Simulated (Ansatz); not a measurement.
# CH5BClNO: small, medium and large basis sets

The task here is to estimate one member of a computed series from the others.

Program: Ansatz 0.2.0, Gaussian basis. Level of theory: one geometry, several basis sets. These are calculated values, not measurements.

Levels to be run: PBE0-D4/def2-SVP; ωB97M-V/def2-SVP; PBE0-D4/def2-QZVPP; ωB97M-V/def2-QZVPP; the functionals' def2-TZVPP values are taken from earlier runs.

**The geometry**

An earlier PBE0-D4 in a triple-zeta def2 set relaxation fixed the geometry.

SMILES `NB(Cl)CO`, 10 atoms, charge 0, spin multiplicity 1.

Atoms are counted from 1 here; the program's logs count them from 0.

Bond lengths: N1–B2 1.386 Å, N1–H6 1.005 Å, N1–H7 1.006 Å, B2–Cl3 1.784 Å, B2–C4 1.577 Å, C4–O5 1.413 Å, C4–H8 1.096 Å, C4–H9 1.105 Å, O5–H10 0.962 Å. Angles: B2–N1–H6 123.2°, B2–N1–H7 122.4°, H6–N1–H7 114.4°, N1–B2–Cl3 118.3°, N1–B2–C4 123.5°, Cl3–B2–C4 118.2°, B2–C4–O5 116.0°, B2–C4–H8 109.8°, B2–C4–H9 107.4°, O5–C4–H8 107.3°, O5–C4–H9 110.4°, H8–C4–H9 105.5°, C4–O5–H10 107.7°.

Set-up of the first run:

Contents of in.yaml:

```yaml
crystal:
  periodic: [false, false, false]
  atoms:
    - {symbol: N, position_ang: [-1.481346, 0.770100, 0.263808]}
    - {symbol: B, position_ang: [-0.131159, 0.458255, 0.272551]}
    - {symbol: Cl, position_ang: [0.978417, 1.531441, 1.166234]}
    - {symbol: C, position_ang: [0.484752, -0.764792, -0.509207]}
    - {symbol: O, position_ang: [1.724524, -1.243936, -0.030225]}
    - {symbol: H, position_ang: [-1.860388, 1.585355, 0.713928]}
    - {symbol: H, position_ang: [-2.164117, 0.196586, -0.201161]}
    - {symbol: H, position_ang: [-0.217419, -1.606583, -0.495153]}
    - {symbol: H, position_ang: [0.570032, -0.468995, -1.570186]}
    - {symbol: H, position_ang: [2.179804, -0.508732, 0.392210]}
basis:
  gaussian: {orbitals: def2-SVP}
hamiltonian: {xc: pbe0, dispersion: d4}
output: {orbitals: {seedname: orbitals}}
```

Among the steps run: PBE0-D4 in def2-SVP; ωB97M-V in def2-SVP; PBE0-D4 in def2-QZVPP; ωB97M-V in def2-QZVPP.

One of the session's tables, all rows but one given; the rest of the session is left out.

It belongs to the step «Density functionals: the series». 

| functional | basis | HOMO (eV) | LUMO (eV) |
| --- | --- | --- | --- |
| PBE0-D4 | def2-SVP | -7.23 | 0.64 |
| PBE0-D4 | def2-TZVPP | -7.59 | 0.28 |
| PBE0-D4 | def2-QZVPP | -7.65 | 0.17 |
| ωB97M-V | def2-SVP | -9.67 | 2.78 |
| ωB97M-V | def2-TZVPP | -10.02 | 1.89 |
| ωB97M-V | def2-QZVPP | ? | ? |

Estimate the missing values for ωB97M-V, def2-QZVPP.

The run gave: HOMO (eV): -10.09; LUMO (eV): 1.39. In the column «HOMO (eV)» it is the lowest.
